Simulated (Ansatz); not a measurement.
# Ca2ZrN2: the cost of one run

Method: DFT PBE, scalar-relativistic, plane waves, PAW, in Ansatz 0.2.0.

## (1) The starting structure

Symmetry: R-3m, No. 166, trigonal system. The conventional cell has a = 4.618 Å, b = 4.618 Å, c = 13.779 Å, α = 90.00°, β = 90.00°, γ = 120.00°. Around Ca (site symmetry 3m) lie 1 Ca at 2.67 Å and 4 N at 2.79 to 2.81 Å and 3 Zr at 2.83 Å. Zr (site symmetry -3m) has 2 N at 2.76 Å and 6 Ca at 2.83 Å as nearest neighbours. N (site symmetry 3m) is surrounded by 1 Zr at 2.76 Å and 4 Ca at 2.79 to 2.81 Å and 3 N at 2.82 Å.

Structure file:

```
CELL_PARAMETERS angstrom
2.30907 1.33314 4.59291
-2.30907 1.33314 4.59291
0.00000 -2.66628 4.59291
ATOMIC_POSITIONS crystal
Ca 0.40303 0.40303 0.40303
Ca 0.59697 0.59697 0.59697
Zr 0.00000 0.00000 0.00000
N 0.20033 0.20033 0.20033
N 0.79967 0.79967 0.79967
```

The cell is invented: random cell by space group and Wyckoff sites (R-3m, No. 166). Its size is a rough estimate.

## (2) The guess as it stands, on a coarse mesh

input.yaml

```yaml
crystal:
  lattice:
    - [2.30906836, 1.33314124, 4.59291042]
    - [-2.30906836, 1.33314124, 4.59291042]
    - [0.0, -2.66628248, 4.59291042]
  atoms:
    - { symbol: Ca, position: [0.40302808, 0.40302808, 0.40302808] }
    - { symbol: Ca, position: [0.59697192, 0.59697192, 0.59697192] }
    - { symbol: Zr, position: [0.0, 0.0, 0.0] }
    - { symbol: "N", position: [0.20033393, 0.20033393, 0.20033393] }
    - { symbol: "N", position: [0.79966607, 0.79966607, 0.79966607] }
basis:
  ecutwfc: 420
kpoints:
  mp_grid: { grid: [6, 6, 6] }
hamiltonian:
  xc: pbe
scf:
  occupations: { method: gaussian, width: 0.1 }
  lower_state_search: "off"
output:
  forces: true
  stress: true
  eigenvalues: true
```

Launch:

```
$ ansatz run input.yaml --threads 1 --pin off --max-ram 2560MiB --backend cpu --events-out ev --progress --plain --runs-dir out
```

Q: Estimate wall time and peak memory on 1 thread of AMD EPYC 9R45 (Zen 5), shared host.

About 2.1 s, with a peak of 0.41 GiB.
